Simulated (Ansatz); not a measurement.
The system is Ta4NiO11.

```
Ta Ni O
1.0
     1.95495  -14.82973    0.00000
     1.95495   14.82973    0.00000
     0.00000    0.00000    3.88590
Ta Ni O
4 1 11
Direct
  0.20437 0.79563 0.00000
  0.92451 0.07549 0.00000
  0.07549 0.92451 0.00000
  0.79563 0.20437 0.00000
  0.50000 0.50000 0.00000
  0.13987 0.86013 0.00000
  0.72107 0.27893 0.00000
  0.43645 0.56355 0.00000
  0.56355 0.43645 0.00000
  0.00000 0.00000 0.00000
  0.86013 0.13987 0.00000
  0.27893 0.72107 0.00000
  0.92790 0.07210 0.50000
  0.07210 0.92790 0.50000
  0.79436 0.20564 0.50000
  0.20564 0.79436 0.50000
```

The cell was built by a generator and needn't be a form met in nature.

- Program: Ansatz 0.2.0
- Task: relaxation of cell and atoms
- Functional: r2SCAN
- Dispersion: rVV10
- Potentials or basis: Ansatz PAW
- Cutoff: 500 eV (not typed: the program's choice for these potentials)
- k mesh: 5 × 5 × 5
- Occupations: fermi-dirac, width 0.05 eV
- Spin: collinear spin, ferromagnetic start
- Starting moments: [0.0, 0.0, 0.0, 0.0, 1.0, 0.0, 0.0, 0.0, 0.0, 0.0, 0.0, 0.0, 0.0, 0.0, 0.0, 0.0] μB

At the start: volume 14.08 Å³/atom.

Where does the relaxation end?

It ends after 7 steps and the volume is 13.72 Å³/atom (-2.6 %); space group Cmmm (No. 65, to 0.05 Å); moment 1.20 μB per cell.

The path:
```
step  energy change (eV)  largest force (eV/Å)  volume (Å³)
   1              0.0000                0.2448       225.32
   2             -0.1098                0.1033       218.82
   3             -0.1143                0.0778       219.53
   4             -0.1155                0.0338       219.58
   5             -0.1158                0.0160       219.48
   6             -0.1158                0.0007       219.49
   7             -0.1124                0.0007       219.49
```

Final structure:
```
CELL_PARAMETERS angstrom
1.93809 -14.71348 0.00000
1.93809 14.71348 0.00000
0.00000 0.00000 3.84847
ATOMIC_POSITIONS crystal
Ta 0.20458 0.79542 0.00000
Ta 0.92424 0.07576 0.00000
Ta 0.07576 0.92424 0.00000
Ta 0.79542 0.20458 0.00000
Ni 0.50000 0.50000 0.00000
O 0.14011 0.85989 0.00000
O 0.72110 0.27890 0.00000
O 0.43564 0.56436 0.00000
O 0.56436 0.43564 0.00000
O 0.00000 0.00000 0.00000
O 0.85989 0.14011 0.00000
O 0.27890 0.72110 0.00000
O 0.92908 0.07092 0.50000
O 0.07092 0.92908 0.50000
O 0.79339 0.20661 0.50000
O 0.20661 0.79339 0.50000
```

Caveat: the magnetic or orbital state may not be the lowest; the plane-wave basis is chosen anew once the cell has moved, so the energies of steps on either side of that aren't comparable; a cell with one magnetic atom can't hold antiferromagnetic order, which such compounds often take; the PAW data sets come from PBE, with cores solved anew for the run's functional, which leaves a small shift of forces and pressure.
